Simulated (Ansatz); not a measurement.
# SnO₂, space group R-3m: densities of the highest filled and lowest empty bands

With Ansatz 0.2.0, Python API.

The script reads `sno2.xyz`:
```text
3
Lattice="1.61709308 0.93362912 4.80059258 -1.61709308 0.93362912 4.80059258 0.0 -1.86725824 4.80059258" Properties=species:S:1:pos:R:3 pbc="T T T"
Sn    0.00000000    0.00000000    7.20088888
O    -0.00000000   -0.00000000    3.41566963
O    -0.00000000    0.00000000   10.98610812
```

At the Python prompt:
```pycon
>>> import itertools
>>> import ansatz as az
>>> import numpy as np
>>> crystal = az.Crystal.from_extxyz("sno2.xyz")
>>> crystal.resolved().sites[-1]
Site(symbol='O', position=(0.7628300004579852, 0.7628300004579852, 0.7628300004579852), moment=None, axis=None, held=None, saved=None)
>>> calculation = (
...     crystal.calculation()
...     .functional("r2SCAN")
...     .kpoints(7)
...     .basis(24 * az.Ha)
...     .occupations("fixed")
...     .band_densities([("v3", "v1"), ("c1", "c1")])
... )
>>> session = calculation.session()
>>> planned = session.plan(threads=1)
>>> res = planned.execute()

>>> r = res.report
>>> r["kpoints_frac"][:4]
[[0.0, 0.0, 0.0], [0.0, 0.0, 0.14285714285714285], [0.0, 0.0, 0.2857142857142857], [0.0, 0.0, 0.42857142857142855]]
>>> # share of each window within a sphere about each atom, summed on the grid
>>> cell = np.asarray(res.lattice.cell_ang)
>>> for names, window in zip([("v3", "v1"), ("c1", "c1")], res.band_densities().windows):
...     density = window.outcome.density
...     rho = density.channels[0].density_e_per_ang3
...     axes = density.fft_grid_basis @ cell
...     points = np.stack(np.meshgrid(*(np.arange(n) / n for n in rho.shape), indexing="ij"), axis=-1)
...     print("bands", names, "electrons", np.round(window.outcome.n_electrons, 3), "peak", round(float(rho.max()), 3), "e/A^3")
...     for index, site in enumerate(res.lattice.sites):
...         offset = points - np.asarray(site.position_ang) @ np.linalg.inv(axes)
...         offset -= np.round(offset)
...         distance = np.min([np.linalg.norm((offset + image) @ axes, axis=-1) for image in itertools.product((-1, 0, 1), repeat=3)], axis=0)
...         print(f"   {index} {site.symbol:2s} {100 * rho[distance < 1.2].sum() / rho.sum():5.1f} % within 1.2 A")
...
bands ('v3', 'v1') electrons [6.] peak 3.652 e/A^3
   0 Sn   4.9 % within 1.2 A
   1 O   44.2 % within 1.2 A
   2 O   44.2 % within 1.2 A
bands ('c1', 'c1') electrons [2.] peak 0.899 e/A^3
   0 Sn  33.6 % within 1.2 A
   1 O   26.4 % within 1.2 A
   2 O   26.4 % within 1.2 A
```

Notes:
- The structure comes from a database of computed cells and needn't be a stable or known phase.
- The windows are summed over all k-points with every state counted as full, the empty ones too; where a window cuts a degenerate level its bands share the weight. Values near the nuclei depend on the potentials. Spheres that overlap count density twice, so shares are no populations.
- Wall time of the script: 6.5 s on 1 thread of Arm Neoverse V2 (shared host), peak memory 0.49 GiB.

(Lines on the test bed's own set-up are left out of the output.)
